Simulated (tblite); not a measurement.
# AlCl3H2O3Si: the cost of one run

Computed with tblite 0.8.0 and PySCF 2.14.0; each step states its level. No surroundings beyond the atoms listed, unless a continuum is named. Atoms count from 0, parts from 1.

### Step 1. The system as given

10 atoms, charge 0, multiplicity 1; geometry: distance geometry start.

### Step 2. Geometry optimisation with GFN2-xTB

Job settings and geometry (Å):

```
{"job": {"kind": "relax", "xc": "GFN2-xTB", "basis": "xTB"}, "charge": 0, "multiplicity": 1}
O      1.945236    -1.110840    -0.398236
Al     0.345820    -0.492623    -1.147458
O      0.529939     0.488592    -2.749991
O     -0.971564     0.106016     0.045397
Si    -0.961076     1.691942     0.845424
Cl     0.586657     2.891383     0.046996
Cl    -2.832818     2.652229     0.490410
Cl    -0.665447     1.426406     2.912330
H      2.233210    -0.858392     0.508810
H      0.037496     0.317599    -3.557452
```

Level: GFN2-xTB geometry optimisation, gas phase.

Run with:

```
OMP_NUM_THREADS=1 python cluster_run.py task.json out
```

This one command runs all jobs of the session in turn.

**Question.** How long does this first job take on 1 thread of Intel Xeon Platinum 8488C, shared host?

About 2.4 s.
